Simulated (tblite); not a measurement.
# C3H12B2O2Si: the cost of one run

Computed with tblite 0.8.0 and PySCF 2.14.0, with density-fitted response routines of our own, on a single molecule, in the gas phase or a continuum. Atoms count from 0, in the outputs and in this text.

**1. Starting geometry**

20 atoms, charge 0, multiplicity 1; geometry from: force field or distance geometry start.

Bonds of the start (Å): B0–O1 1.47, O1–B2 1.46, B2–O3 1.48, O3–Si4 1.70, Si4–C5 1.85, Si4–C6 1.85, Si4–C7 1.88, B0–H8 1.18, B0–H9 1.17, B2–H10 1.19, C5–H11 1.12, C5–H12 1.09, C5–H13 1.11, C6–H14 1.10, C6–H15 1.13, C6–H16 1.12, C7–H17 1.10, C7–H18 1.12, C7–H19 1.11.

**2. Optimising the geometry with GFN2-xTB**

What the job is given:

```
{"job": {"kind": "relax", "xc": "GFN2-xTB", "basis": "xTB"}, "charge": 0, "multiplicity": 1}
B      3.875400     0.224800     0.109300
O      2.523500    -0.056700     0.625600
B      1.734500    -0.595400    -0.472900
O      0.694300     0.294300    -1.026100
Si    -0.830100     0.093800    -0.297600
C     -1.792900    -1.365600    -0.914800
C     -0.792500     0.023900     1.549200
C     -1.833500     1.618300    -0.743500
H      4.048100     0.740100    -0.941100
H      4.738800    -0.434000     0.550700
H      2.350500    -1.193500    -1.294100
H     -2.724200    -1.010500    -1.415500
H     -1.217300    -2.073000    -1.509300
H     -2.141000    -1.930400    -0.019900
H     -0.328500     0.895900     2.025800
H     -1.871300     0.028000     1.886000
H     -0.396200    -0.953500     1.933600
H     -1.132700     2.459700    -0.734100
H     -2.631400     1.701900     0.031900
H     -2.278600     1.542700    -1.755900
```

On the command line:

```
> OMP_NUM_THREADS=1 python probes_run.py task.json out
```

This one command runs all jobs of the session in turn.

Q: Estimate the wall time and peak memory of this first job on 1 thread of Arm Neoverse V1, shared host.

About 1.1 s, with a peak of 0.18 GiB.
